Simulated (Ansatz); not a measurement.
# CH5ClZn (built from SMILES C.[Cl][ZnH]): search for a transition state

Wanted: the transition state of a four-centre ligand exchange (form Zn1–C5, H2–H4 and break Zn1–H2, H4–C5). The guess is relaxed with those distances held, a saddle search follows, and vibrations and two downhill relaxations check it.

Method: PBE0-D4, def2-SVP first, then def2-TZVP; program: Ansatz 0.2.0, Gaussian basis.

153 further runs of the same task are left out: 1 that didn't finish, 152 set aside as unsound or not needed. Runs told in other sessions of the task aren't counted.

### 1 Starting geometry

The guess: 8 atoms, charge 0, spin multiplicity 1.

Atoms are counted from 1 here; the program's logs count them from 0.

Bond lengths: Zn1–H2 1.963 Å, Zn1–Cl3 2.211 Å, C5–H6 1.070 Å, C5–H7 1.065 Å, C5–H8 1.083 Å. Angles: H2–Zn1–Cl3 113.7°, H6–C5–H7 131.7°, H6–C5–H8 113.2°, H7–C5–H8 113.5°.

Geometry (Å):

| atom | x (Å) | y (Å) | z (Å) |
| --- | --- | --- | --- |
| Zn1 | -0.3093 | -0.3957 | -1.4377 |
| H2 | 0.1993 | -1.5506 | 0.0656 |
| Cl3 | -2.4930 | -0.2545 | -1.7528 |
| H4 | 0.3950 | -1.0117 | 0.8581 |
| C5 | 0.5481 | 0.7253 | 0.5875 |
| H6 | -0.4966 | 0.5251 | 0.4747 |
| H7 | 1.4052 | 0.2933 | 0.1266 |
| H8 | 0.7513 | 1.6687 | 1.0781 |

Distances that are to change: Zn1–C5 2.47 Å, H2–H4 0.98 Å, Zn1–H2 1.96 Å, H4–C5 1.76 Å.

### 2 Constrained relaxation of the guess

hold/in.yaml

```yaml
crystal:
  periodic: [false, false, false]
  atoms:
    - {symbol: Zn, position_ang: [-0.309300, -0.395700, -1.437700]}
    - {symbol: H, position_ang: [0.199300, -1.550600, 0.065600]}
    - {symbol: Cl, position_ang: [-2.493000, -0.254500, -1.752800]}
    - {symbol: H, position_ang: [0.395000, -1.011700, 0.858100]}
    - {symbol: C, position_ang: [0.548100, 0.725300, 0.587500]}
    - {symbol: H, position_ang: [-0.496600, 0.525100, 0.474700]}
    - {symbol: H, position_ang: [1.405200, 0.293300, 0.126600]}
    - {symbol: H, position_ang: [0.751300, 1.668700, 1.078100]}
basis:
  gaussian: {orbitals: def2-SVP}
hamiltonian: {xc: pbe0, dispersion: d4}
relax: {f_tol: 0.04, max_steps: 150, escape_saddle: false, constraints: [{distance: [0, 4]}, {distance: [1, 3]}, {distance: [0, 1]}, {distance: [3, 4]}]}
```

Started as:

```bash
> ansatz run in.yaml --threads 4 --pin off --events-out ev --progress --plain --max-ram 9574MiB
```

The program printed, cut to the lines that bear on the results:

```text
Functional definition: PBE0
  name "PBE0"
  cite "Adamo & Barone, J. Chem. Phys. 110, 6158 (1999) doi:10.1063/1.478522"
  cite "Perdew, Burke & Ernzerhof, Phys. Rev. Lett. 77, 3865 (1996) doi:10.1103/PhysRevLett.77.3865"
  parent pbe
[...]
923 factors; integrals over basis functions are off by at most 3.3e-4 eV
[...]
mean field -62034.35060559 eV, -2279.7203363625 hartree, gradient 2.2e-5 eV, S^2 0.000000; 0 other end points of the search recorded, 0 dependent functions left out
[...]
reference -62034.35063744 eV, -2279.7203375328 hartree; 29, 29 occupied and 59, 59 virtual orbitals, 923 factors
relax step   1: F+E_penalty+E_count = -62034.48660495 eV  Δ(F+E_penalty+E_count) = +0.000e0 eV  max|allowed force component| = 8.116e-1 eV/Å  Δτ_max = 0.0000 Å  (28 SCF iters, accepted)
[...]
relax step   4: F+E_penalty+E_count = -62034.97934291 eV  Δ(F+E_penalty+E_count) = -1.654e-1 eV  max|allowed force component| = 1.345e0 eV/Å  Δτ_max = 0.1952 Å  (29 SCF iters, accepted)
[...]
relax step   7: F+E_penalty+E_count = -62035.53439117 eV  Δ(F+E_penalty+E_count) = -1.954e-1 eV  max|allowed force component| = 4.932e-1 eV/Å  Δτ_max = 0.1960 Å  (30 SCF iters, accepted)
[...]
relax step  10: F+E_penalty+E_count = -62035.76053573 eV  Δ(F+E_penalty+E_count) = -4.053e-3 eV  max|allowed force component| = 3.610e-1 eV/Å  Δτ_max = 0.2000 Å  (30 SCF iters, accepted)
[...]
relax step  13: F+E_penalty+E_count = -62035.80200444 eV  Δ(F+E_penalty+E_count) = -4.259e-4 eV  max|allowed force component| = 1.595e-2 eV/Å  Δτ_max = 0.0115 Å  (24 SCF iters, accepted)
  distance Zn 0 - C 4 held at 2.468443 Å   reaction = +2.2755e0 eV/Å
  distance H 1 - H 3 held at 0.978145 Å   reaction = +1.2454e0 eV/Å
  distance Zn 0 - H 1 held at 1.962748 Å   reaction = -1.7954e-1 eV/Å
  distance H 3 - C 4 held at 1.764606 Å   reaction = -7.9639e-1 eV/Å
923 factors; integrals over basis functions are off by at most 8.5e-4 eV
mean field -62035.68599094 eV, -2279.7694108689 hartree, gradient 2.5e-5 eV, S^2 0.000000; 1 other end points of the search recorded, 0 dependent functions left out
[...]
reference -62035.68602237 eV, -2279.7694120238 hartree; 29, 29 occupied and 59, 59 virtual orbitals, 923 factors
Total energy: -62035.80203587 eV, -2279.7736754412 hartree
Atom 0 at    -0.944263    -0.249508    -0.958674 Å, force     1.318352     1.052138     1.473917 eV/Å
Atom 1 at     0.065804    -1.775585    -0.249284 Å, force     0.404098     0.989502     0.496155 eV/Å
Atom 2 at    -2.435129    -0.506849    -2.429678 Å, force     0.000180    -0.002328     0.000233 eV/Å
Atom 3 at     0.303560    -0.890817     0.093392 Å, force    -0.447128    -1.858766    -0.702802 eV/Å
Atom 4 at     0.588197     0.739991     0.704356 Å, force    -1.270181    -0.169409    -1.269966 eV/Å
Atom 5 at     0.092685     0.706397     1.685874 Å, force    -0.004971    -0.006573    -0.007484 eV/Å
Atom 6 at     1.545892     0.194509     0.742669 Å, force    -0.001550     0.001258     0.003171 eV/Å
Atom 7 at     0.783253     1.781762     0.411445 Å, force     0.001201    -0.005821     0.006776 eV/Å
Dipole moment:     0.287599     0.002115     0.270831 e Å
```

It took 39 s on 4 threads of Intel Xeon at 2.50GHz, shared host.

Relaxation path:

| step | energy from step 1 (eV) | largest force component (eV/Å) |
| --- | --- | --- |
| 1 | 0.0000 | 0.8116 |
| 2 | -0.1948 | 0.5965 |
| 3 | -0.3273 | 0.9915 |
| 4 | -0.4927 | 1.3450 |
| 5 | -0.6656 | 0.8899 |
| 6 | -0.8524 | 0.6266 |
| 7 | -1.0478 | 0.4932 |
| 8 | -1.2009 | 1.1472 |
| 9 | -1.2699 | 0.8985 |
| 10 | -1.2739 | 0.3610 |
| 11 | -1.3087 | 0.1553 |
| 12 | -1.3150 | 0.0446 |
| 13 | -1.3154 | 0.0159 |

Close pairs (by a distance rule), those that changed most:

```csv
bond,before (Å),after (Å),change (Å)
Zn1–H4,2.479,1.754,-0.726
Zn1–Cl3,2.211,2.110,-0.101
C5–H7,1.065,1.103,+0.038
C5–H6,1.070,1.100,+0.030
C5–H8,1.083,1.100,+0.017
Zn1–H2,1.963,1.963,+0.000
```

### 3 Force constants to start from

hessian/in.yaml

```yaml
crystal:
  periodic: [false, false, false]
  atoms:
    - {symbol: Zn, position_ang: [-0.944263, -0.249508, -0.958674]}
    - {symbol: H, position_ang: [0.065804, -1.775585, -0.249284]}
    - {symbol: Cl, position_ang: [-2.435129, -0.506849, -2.429678]}
    - {symbol: H, position_ang: [0.303560, -0.890817, 0.093392]}
    - {symbol: C, position_ang: [0.588197, 0.739991, 0.704356]}
    - {symbol: H, position_ang: [0.092685, 0.706397, 1.685874]}
    - {symbol: H, position_ang: [1.545892, 0.194509, 0.742669]}
    - {symbol: H, position_ang: [0.783253, 1.781762, 0.411445]}
basis:
  gaussian: {orbitals: def2-SVP}
hamiltonian: {xc: pbe0, dispersion: d4}
phonons: {}
scf: {lower_state_search: off}
```

Started as:

```bash
> ansatz run in.yaml --threads 4 --pin off --events-out ev --progress --plain --max-ram 9574MiB
```

The program printed, cut to the lines that bear on the results:

```text
[... 5 set-up lines as earlier in the session ...]
[...]
922 factors; integrals over basis functions are off by at most 3.7e-4 eV
[...]
mean field -62035.68599394 eV, -2279.7694109791 hartree, gradient 3.8e-6 eV, S^2 0.000000; 0 other end points of the search recorded, 0 dependent functions left out
[...]
reference -62035.68602537 eV, -2279.7694121341 hartree; 29, 29 occupied and 59, 59 virtual orbitals, 922 factors
[... from here to the last solve, the lines of the solves are left out (47 solves) ...]
922 factors; integrals over basis functions are off by at most 3.7e-4 eV
mean field -62035.68595594 eV, -2279.7694095825 hartree, gradient 1.6e-6 eV, S^2 0.000000; 0 other end points of the search recorded, 0 dependent functions left out
[...]
reference -62035.68598737 eV, -2279.7694107376 hartree; 29, 29 occupied and 59, 59 virtual orbitals, 922 factors
[...]
WARN: phonons: 2 modes above zero are rigid motions of the cell's bodies and no vibrations: the zero-point energy, free energy, entropy and heat capacity leave them out. With what each would have added to F at 1000 K, by the weight of its row in the mesh: 46.41 cm⁻¹ (-0.233 eV; rigid [...]
WARN: phonons: modes at or below zero, which the zero-point energy, F, S and C_V leave out: 1, the lowest at -978.82 cm⁻¹. A minimum has none, and a first-order saddle one
[...]
Total energy: -62035.80203892 eV, -2279.7736755535 hartree
Atom 0 at    -0.944263    -0.249508    -0.958674 Å, force     1.318167     1.051787     1.473846 eV/Å
Atom 1 at     0.065804    -1.775585    -0.249284 Å, force     0.404094     0.989584     0.496160 eV/Å
Atom 2 at    -2.435129    -0.506849    -2.429678 Å, force     0.000303    -0.002150     0.000310 eV/Å
Atom 3 at     0.303560    -0.890817     0.093392 Å, force    -0.447096    -1.858726    -0.702793 eV/Å
Atom 4 at     0.588197     0.739991     0.704356 Å, force    -1.270211    -0.169367    -1.269999 eV/Å
Atom 5 at     0.092685     0.706397     1.685874 Å, force    -0.004970    -0.006590    -0.007493 eV/Å
Atom 6 at     1.545892     0.194509     0.742669 Å, force    -0.001504     0.001288     0.003209 eV/Å
Atom 7 at     0.783253     1.781762     0.411445 Å, force     0.001217    -0.005826     0.006760 eV/Å
Dipole moment:     0.287597     0.002114     0.270830 e Å
Vibrations: -978.82 55.93 134.89 153.50 254.49 434.25 584.91 664.27 721.34 1104.69 1299.96 1405.60 1435.36 1656.66 1830.13 3048.40 3169.75 3195.26 cm⁻¹, zero-point energy 1.311095 eV
Checks for a lower state left out: stability, starts, cluster_reference, orbital_swaps, neighbouring_geometries, increment
```

It took 79 s on 4 threads of Intel Xeon at 2.50GHz, shared host.

The structure is not stationary yet, so these wavenumbers are no spectrum; the search needs only the force constants.

### 4 Saddle search in the small basis

A small driver takes partitioned rational-function steps: uphill along one mode, downhill along the rest. It calls the program once a step for energy and forces and updates the Hessian by Bofill's formula. It stops when the largest force is under 0.04 eV/Å and the followed curvature is negative. The first step's input:

presaddle/in.yaml

```yaml
crystal:
  periodic: [false, false, false]
  atoms:
    - {symbol: Zn, position_ang: [-0.944263, -0.249508, -0.958674]}
    - {symbol: H, position_ang: [0.065804, -1.775585, -0.249284]}
    - {symbol: Cl, position_ang: [-2.435129, -0.506849, -2.429678]}
    - {symbol: H, position_ang: [0.303560, -0.890817, 0.093392]}
    - {symbol: C, position_ang: [0.588197, 0.739991, 0.704356]}
    - {symbol: H, position_ang: [0.092685, 0.706397, 1.685874]}
    - {symbol: H, position_ang: [1.545892, 0.194509, 0.742669]}
    - {symbol: H, position_ang: [0.783253, 1.781762, 0.411445]}
basis:
  gaussian: {orbitals: def2-SVP}
hamiltonian: {xc: pbe0, dispersion: d4}
output: {forces: true}
scf: {lower_state_search: off}
```

Started as:

```bash
> ansatz run in.yaml --threads 4 --pin off --events-out ev --progress --plain --max-ram 9574MiB
```

Step by step:

| step | energy (eV) | largest force (eV/Å) | followed curvature (eV/Å²) |
| --- | --- | --- | --- |
| 1 | -62035.80202 | 1.8587 | -6.96 |
| 2 | -62035.87182 | 0.8870 | -8.07 |
| 3 | -62035.96154 | 0.4427 | -8.14 |
| 4 | -62035.99627 | 0.5199 | -8.04 |
| 5 | -62035.97289 | 1.0502 | -8.12 |
| 6 | -62035.95595 | 1.0392 | -8.42 |
| 7 | -62035.99619 | 0.9338 | -9.29 |
| 8 | -62036.02403 | 0.3267 | -9.32 |
| 9 | -62036.02605 | 0.5052 | -9.44 |
| 10 | -62036.03217 | 0.2025 | -10.08 |
| 11 | -62036.03416 | 0.1579 | -10.25 |
| 12 | -62036.03141 | 0.2097 | -10.22 |
| 13 | -62036.03375 | 0.1470 | -10.21 |
| 14 | -62036.03582 | 0.0787 | -10.24 |
| 15 | -62036.03413 | 0.2128 | -10.26 |
| 16 | -62036.03625 | 0.0604 | -10.27 |
| 17 | -62036.03673 | 0.0453 | -10.27 |
| 18 | -62036.03674 | 0.0330 | -10.27 |

The 18 steps took 33 s in all (4 threads of Intel Xeon at 2.50GHz, shared host).

### 5 Saddle search in triple zeta

A small driver takes partitioned rational-function steps: uphill along one mode, downhill along the rest. It calls the program once a step for energy and forces and updates the Hessian by Bofill's formula. It stops when the largest force is under 0.01 eV/Å and the followed curvature is negative. The first step's input:

saddle/in.yaml

```yaml
crystal:
  periodic: [false, false, false]
  atoms:
    - {symbol: Zn, position_ang: [-0.768541, -0.458582, -0.789931]}
    - {symbol: H, position_ang: [0.324976, -1.801248, -0.446212]}
    - {symbol: Cl, position_ang: [-2.468538, -0.077536, -1.985278]}
    - {symbol: H, position_ang: [0.528491, -0.844986, 0.089360]}
    - {symbol: C, position_ang: [0.470998, 0.588405, 0.604918]}
    - {symbol: H, position_ang: [-0.250936, 0.913652, 1.372465]}
    - {symbol: H, position_ang: [1.363472, 0.221421, 1.143430]}
    - {symbol: H, position_ang: [0.800078, 1.458773, 0.011349]}
basis:
  gaussian: {orbitals: def2-TZVP}
hamiltonian: {xc: pbe0, dispersion: d4}
output: {forces: true}
scf: {lower_state_search: off}
```

Started as:

```bash
> ansatz run in.yaml --threads 4 --pin off --events-out ev --progress --plain --max-ram 9574MiB
```

The driver's record:

| step | energy (eV) | largest force (eV/Å) | followed curvature (eV/Å²) |
| --- | --- | --- | --- |
| 1 | -62048.57673 | 0.2863 | -10.27 |
| 2 | -62048.58245 | 0.0381 | -10.43 |
| 3 | -62048.58255 | 0.0362 | -10.57 |
| 4 | -62048.58263 | 0.0239 | -10.24 |
| 5 | -62048.58114 | 0.1407 | -10.26 |
| 6 | -62048.58234 | 0.0863 | -10.25 |
| 7 | -62048.58004 | 0.2838 | -10.26 |
| 8 | -62048.58130 | 0.2799 | -10.29 |
| 9 | -62048.58236 | 0.0521 | -10.36 |
| 10 | -62048.58264 | 0.0530 | -10.44 |
| 11 | -62048.58267 | 0.0160 | -11.02 |
| 12 | -62048.58268 | 0.0080 | -11.36 |

The 12 steps took 41 s in all (4 threads of Intel Xeon at 2.50GHz, shared host).

Geometry at the end of the search:

```xyz
8

Zn   -0.7652   -0.4608   -0.7845
H     0.3283   -1.7956   -0.4551
Cl   -2.4631   -0.0742   -1.9636
H     0.5336   -0.8439    0.0841
C     0.4718    0.5908    0.6049
H    -0.2574    0.9177    1.3504
H     1.3456    0.2215    1.1539
H     0.8063    1.4445    0.0100
```

Followed mode, largest move set to 1: H4 (0.00, -0.97, -0.24); Zn1 (0.01, 0.69, 0.10); H2 (0.27, -0.05, 0.18); C5 (-0.18, 0.23, -0.10).

(Part 1 of 2 ends here.)
